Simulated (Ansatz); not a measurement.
Set up this calculation in Ansatz 0.2.0, as the native input.

- Task: single point
- Functional: PBE
- Potentials or basis: Ansatz PAW
- Cutoff: 420 eV (not typed: the program's choice for these potentials)
- k mesh: 10 × 10 × 5
- Occupations: fermi-dirac, width 0.05 eV
- Spin: no spin polarisation

KPt:

```
CELL_PARAMETERS angstrom
3.00085 0.00000 0.00000
-1.50042 2.59881 0.00000
0.00000 0.00000 5.34558
ATOMIC_POSITIONS crystal
Pt 0.67869 0.34565 0.00563
K 0.97504 0.98655 0.50389
```

The cell comes from a database or a generator and needn't be the stable form of this composition.

The cell isn't the ideal one: atoms moved at random, drawn with an rms of 0.05 Å.

These files were run (other wordings do the same):

input.yaml

```yaml
crystal:
  lattice:
    - [3.0008472788, 0.0, 0.0]
    - [-1.5004236394, 2.5988099763, 0.0]
    - [0.0, 0.0, 5.345578]
  atoms:
    - { symbol: Pt, position: [0.678686, 0.345653, 0.005634] }
    - { symbol: K, position: [-0.024964, -0.013447, 0.503893] }
hamiltonian:
  xc: pbe
  pseudopotentials: { kind: paw }
kpoints:
  mp_grid: { grid: [10, 10, 5] }
scf:
  occupations: { method: fermi_dirac, width: 0.05 }
output:
  forces: true
  stress: true
  eigenvalues: true
```

Potentials or basis: Ansatz PAW.

Launch:

```bash
$ ansatz run input.yaml --threads 2 --pin off --max-ram 5120MiB --backend cpu --events-out ev --progress --plain --runs-dir out
```

Results of the run:

```
Pressure               : 0.4 GPa
Largest force          : 0.052 eV/Å
Band gap on the k mesh : none (metal or under the smearing width)
```

Wall time 7 s on 2 threads of Arm Neoverse V2 (shared host), peak memory 0.46 GiB.
